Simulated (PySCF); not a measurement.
# How the numerical set-up moves the result for BBr⁺

Aim: see how much the energy and properties of BBr⁺ depend on the numerical set-up.

Computed with PySCF 2.14.0. Level: each script names its method and basis.

## (1) Where the work starts

BBr⁺: 2 atoms, charge 1, spin multiplicity 2.

Bond lengths: B1–Br2 1.827 Å.

## (2) The run that the others are compared with

Contents of input.py:

```python
from pyscf import gto, scf, tdscf

mol = gto.M(
    atom='B 0 0 0; Br 0 0 1.827',
    basis='6-31g*',
    charge=1,
    spin=1,
    symmetry=True,
    verbose=4,
)
mf = scf.UHF(mol)
mf = mf.density_fit(auxbasis='def2-universal-jkfit')
mf.kernel()
td = tdscf.TDHF(mf)
td.nstates = 3
td.kernel()
td.analyze()
mf.dip_moment()
print('orbital energies (hartree):', [e[max(0, n-3):n+3].round(4) for e, n in zip(mf.mo_energy, mol.nelec)])
```

Launch:

```sh
$ OMP_NUM_THREADS=1 python input.py
```

The log of this run is left out.

It gives: E(SCF) = -2596.401627 Eh, 13 cycles, ⟨S²⟩ = 0.765, excitations 4.38, 4.38, 4.82 eV.

The bond length is a typed value, not an optimised one. The dipole of an ion depends on the origin.

## (3) Cartesian functions on

Run 1 changes Cartesian functions: off → on.

Contents of input.py:

```python
from pyscf import gto, scf, tdscf

mol = gto.M(
    atom='B 0 0 0; Br 0 0 1.827',
    basis='6-31g*',
    charge=1,
    spin=1,
    symmetry=True,
    cart=True,
    verbose=4,
)
mf = scf.UHF(mol)
mf = mf.density_fit(auxbasis='def2-universal-jkfit')
mf.kernel()
td = tdscf.TDHF(mf)
td.nstates = 3
td.kernel()
td.analyze()
mf.dip_moment()
print('orbital energies (hartree):', [e[max(0, n-3):n+3].round(4) for e, n in zip(mf.mo_energy, mol.nelec)])
```

Launch:

```sh
$ OMP_NUM_THREADS=1 python input.py
```

## (4) Sbkjc (core potential on)

Run 2 changes basis set: 6-31g* → sbkjc; core potential: off → on. The core potential changes with it: totals don't compare.

input.py: that of step 2 with these lines changed.

```diff
@@ -4,3 +4,4 @@
     atom='B 0 0 0; Br 0 0 1.827',
-    basis='6-31g*',
+    basis='sbkjc',
+    ecp={'B': 'sbkjc', 'Br': 'sbkjc'},
     charge=1,
@@ -16,3 +17,3 @@
 td.kernel()
-td.analyze()
+td.analyze(verbose=3)
 mf.dip_moment()
```

Q: Predict the outcome of this session. Wanted: for each run, E(SCF); from base; gap, α spin; after the SCF.

The runs gave:

```csv
run,E(SCF) (hartree),from base (eV),cycles,"gap, α spin (eV)",functions,after the SCF
base,-2596.401627,0,13,13.24,46,lowest root found 4.38 eV
Cartesian functions on,-2596.405736,-0.1118,13,13.24,50,lowest root found 4.38 eV
sbkjc (core potential on),-15.415378,not comparable,11,12.96,16,lowest root found 4.13 eV
```

What this shows: Total energies from different bases, Hamiltonians or methods carry different errors, so properties are taken as differences within one set-up.
